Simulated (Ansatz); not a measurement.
# CH₅GaN₂Si: ionisation energy by level of theory

The task here is to estimate one member of a computed series from the others.

The runs use Ansatz 0.2.0, Gaussian basis; unrestricted cation, the program's frozen cores in correlated methods.

Plan: UKS PBE-D4/def2-TZVPP; UKS r2SCAN-D4/def2-TZVPP; UKS PBE0-D4/def2-TZVPP; UKS B3LYP-D4/def2-TZVPP; UKS wB97X-V/def2-TZVPP; UKS wB97M-V/def2-TZVPP; UKS B2PLYP/def2-TZVPP; UHF-CCSD(T)/def2-TZVPP; UHF-MP2/def2-QZVPP; extrapolation to the limit; then −ε(HOMO) from the neutral's earlier runs with LDA (SPW92), PBE-D4, revPBE-D4, BLYP-D4, r2SCAN-D4, B97M-V, PBE0-D4, B3LYP-D4, r2SCANh-D4, r2SCAN0-D4, HSE06-D4, BHLYP-D4, CAM-B3LYP-D4, LC-ωPBE, ωB97X-V, ωB97M-V.

## Structure used throughout

All runs share one geometry, relaxed beforehand with PBE0-D4 in a triple-zeta def2 set.

SMILES `N=C=N[SiH2][GaH2]`, 10 atoms, charge 0, spin multiplicity 1.

Atoms are counted from 1 here; the program's logs count them from 0.

Bond lengths: N1–C2 1.218 Å, N1–H6 1.007 Å, C2–N3 1.204 Å, N3–Si4 1.728 Å, Si4–Ga5 2.420 Å, Si4–H7 1.489 Å, Si4–H8 1.490 Å, Ga5–H9 1.573 Å, Ga5–H10 1.573 Å. Angles: C2–N1–H6 121.9°, N1–C2–N3 172.7°, C2–N3–Si4 143.3°, N3–Si4–Ga5 113.9°, N3–Si4–H7 106.9°, N3–Si4–H8 107.4°, Ga5–Si4–H7 110.2°, Ga5–Si4–H8 111.2°, H7–Si4–H8 106.9°, Si4–Ga5–H9 120.3°, Si4–Ga5–H10 121.2°, H9–Ga5–H10 118.4°.

The first run:

in.yaml

```yaml
crystal:
  periodic: [false, false, false]
  atoms:
    - {symbol: N, position_ang: [0.962719, 0.790270, 2.701771]}
    - {symbol: C, position_ang: [0.858248, 0.034452, 1.751969]}
    - {symbol: N, position_ang: [0.690947, -0.810543, 0.910712]}
    - {symbol: Si, position_ang: [-0.180754, -1.171316, -0.536581]}
    - {symbol: Ga, position_ang: [-0.960449, 0.787770, -1.724851]}
    - {symbol: H, position_ang: [1.645852, 1.530184, 2.721242]}
    - {symbol: H, position_ang: [0.729681, -1.970046, -1.402488]}
    - {symbol: H, position_ang: [-1.314773, -2.061916, -0.163093]}
    - {symbol: H, position_ang: [-1.862642, 0.634191, -3.004736]}
    - {symbol: H, position_ang: [-0.568829, 2.236946, -1.253947]}
basis:
  gaussian: {orbitals: def2-TZVPP}
total_charge: 1
magnetization: {spin_polarized: true, initial_magnetization: 1}
hamiltonian: {xc: pbe, dispersion: d4}
```

Started as:

```sh
$ ansatz run in.yaml --threads 2 --pin off --events-out ev --progress --plain --max-ram 32768MiB --backend cpu
```

Among the steps run: Cation, UKS PBE-D4/def2-TZVPP; Cation, UKS r2SCAN-D4/def2-TZVPP; Cation, UKS PBE0-D4/def2-TZVPP; Cation, UKS B3LYP-D4/def2-TZVPP; Cation, UKS wB97X-V/def2-TZVPP; Cation, UKS wB97M-V/def2-TZVPP; Cation, UKS B2PLYP (frozen core)/def2-TZVPP; Cation, UHF-CCSD(T)/def2-TZVPP; Cation, UHF-MP2/def2-QZVPP.

One of the session's tables, all rows but one given; the rest of the session is left out.

For comparison, −ε(HOMO) of the neutral from earlier runs:

```
  functional  −ε(HOMO) (eV)
 LDA (SPW92)           6.12
      PBE-D4              ?
   revPBE-D4           5.92
     BLYP-D4           5.84
   r2SCAN-D4           6.22
      B97M-V           6.29
     PBE0-D4           7.09
    B3LYP-D4           6.90
  r2SCANh-D4           6.63
  r2SCAN0-D4           7.26
    HSE06-D4           6.70
    BHLYP-D4           8.11
CAM-B3LYP-D4           8.34
     LC-ωPBE           9.60
     ωB97X-V           9.28
     ωB97M-V           9.12
```

**Question.** Estimate the row for PBE-D4.

The run gave: −ε(HOMO) (eV): 5.97. In the column «−ε(HOMO) (eV)» it lies between revPBE-D4 (5.92) and LDA (SPW92) (6.12).
